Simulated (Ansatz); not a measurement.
# Al2Si: the cost of one run

Program: Ansatz 0.2.0. Level of theory: DFT PBE, scalar-relativistic, plane waves, PAW. These are calculated values, not measurements.

### 1 Starting point

Symmetry: Pnnm, No. 58, orthorhombic system. Conventional cell: a = 5.149 Å, b = 5.306 Å, c = 3.466 Å, α = 90.00°, β = 90.00°, γ = 90.00°. Al (site symmetry m) is surrounded by 3 Si at 2.23 to 2.28 Å. Around Si (site symmetry 2/m) lie 6 Al at 2.23 to 2.28 Å.

As a file:

```xyz
6
Lattice="5.1493 0.0000 0.0000 0.0000 5.3060 0.0000 0.0000 0.0000 3.4658" Properties=species:S:1:pos:R:3 pbc="T T T"
Al    1.1586    4.3775    1.7329
Al    3.7332    3.5816    0.0000
Al    3.9907    0.9286    1.7329
Al    1.4160    1.7245    0.0000
Si    2.5746    2.6530    1.7329
Si    0.0000    0.0000    0.0000
```

(A quick probe on a coarse mesh, which set the mesh and smearing, is not shown.)

### 3 Rough relaxation on the coarse mesh

The input, input.yaml:

```yaml
crystal:
  lattice:
    - [5.1492527052, 0.0, 0.0]
    - [0.0, 5.3060408485, 0.0]
    - [0.0, 0.0, 3.465843167]
  atoms:
    - { symbol: Al, position: [0.225, 0.825, 0.5] }
    - { symbol: Al, position: [0.725, 0.675, 0.0] }
    - { symbol: Al, position: [0.775, 0.175, 0.5] }
    - { symbol: Al, position: [0.275, 0.325, 0.0] }
    - { symbol: Si, position: [0.5, 0.5, 0.5] }
    - { symbol: Si, position: [0.0, 0.0, 0.0] }
basis:
  ecutwfc: 420
kpoints:
  mp_grid: { grid: [4, 4, 6] }
hamiltonian:
  xc: pbe
scf:
  occupations: { method: gaussian, width: 0.1 }
  lower_state_search: "off"
output:
  forces: true
  stress: true
  eigenvalues: true
relax:
  adjacent_minimum: "off"
  f_tol: 0.04
  max_steps: 70
  cell: { stress_tol: 0.4 }
```

Started as:

```bash
> ansatz run input.yaml --threads 1 --pin off --max-ram 2560MiB --backend cpu --events-out ev --progress --plain --runs-dir out
```

What time and memory should one allow on 1 thread of Arm Neoverse V2, shared host?

About 49 s, with a peak of 0.38 GiB.
